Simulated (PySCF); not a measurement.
# AlIn: bond curves at several levels of theory

One table from this session's results is given with a row withheld; the runs are named, their logs left out.

Program: PySCF 2.14.0. Level of theory: Al def2-SVP, In def2-SVP with ECP28, scalar-relativistic core potentials. These are calculated values, not measurements.

The first run:

The job is set up so:

| Property | Result |
| --- | --- |
| atoms | Al, In |
| charge | 0 |
| basis | Al def2-SVP, In def2-SVP with ECP28 |
| Hamiltonian | scalar-relativistic core potentials |
| basis functions | 44 |
| electrons treated | 34 |
| masses in u | 26.9815, 114.9039 |
| levels | PBE0, PBE, r²SCAN, LDA, B3LYP, BLYP, CAM-B3LYP, HF, MP2, SCS-MP2, CCSD, CCSD(T) |
| grid | 80 radial by 434 angular points |
| occupations | held fixed by the projection of orbital angular momentum |
| dissociation limit | Al + In, each in its ground configuration |
| starting distance in angstrom | 2.585 |
| values of 2S to try | 0, 2 |

Command:

```
$ OMP_NUM_THREADS=1 python dia.py task.json out
```

Steps of the session up to this table: Input; The PBE0 curve of the state that the search chose; Higher solutions at PBE0; PBE; r²SCAN (meta-GGA); LDA; B3LYP; BLYP; CAM-B3LYP; UHF (mean field); MP2 and coupled cluster.

One of the session's tables, all rows but one given; the rest of the session is left out.

It belongs to the step «The curves together». Energy (eV) from each level's lowest point:

| R (Å) | UHF | UHF-MP2 | UHF-SCS-MP2 | UHF-CCSD | UHF-CCSD(T) |
| --- | --- | --- | --- | --- | --- |
| 2.486 | 0.504 | 0.401 | 0.406 | n/a | n/a |
| 2.602 | 0.239 | 0.167 | 0.170 | 0.184 | 0.182 |
| 2.717 | 0.086 | 0.044 | 0.045 | 0.055 | 0.053 |
| 2.804 | ? | ? | ? | ? | ? |
| 2.891 | 0.000 | 0.000 | 0.000 | 0.000 | 0.000 |
| 2.978 | 0.002 | 0.021 | 0.021 | 0.015 | 0.016 |
| 3.093 | 0.036 | 0.080 | 0.081 | 0.065 | 0.065 |
| 3.238 | 0.114 | 0.195 | 0.193 | 0.158 | 0.155 |
| 3.411 | 0.223 | 0.397 | 0.372 | 0.300 | 0.292 |
| 3.643 | 0.343 | 0.620 | 0.562 | n/a | n/a |

Q: Estimate the row for R (Å) = 2.804 from the others.

Worked estimate for «UHF». A straight line through the neighbours (2.717, 0.086) and (2.891, 0.000) gives 0.086 + (0.000 − 0.086) × (2.804 − 2.717) / (2.891 − 2.717) = 0.043; a parabola fitted to 4 rows on both sides gives 0.023.

The run gave: UHF: 0.025; UHF-MP2: 0.005; UHF-SCS-MP2: 0.005; UHF-CCSD: 0.010; UHF-CCSD(T): 0.010. In «UHF» the line misses by +0.018 and the parabola by -0.002.

State 2 has its PBE0 minimum 0.13 eV higher. The other levels ran on the lowest alone.
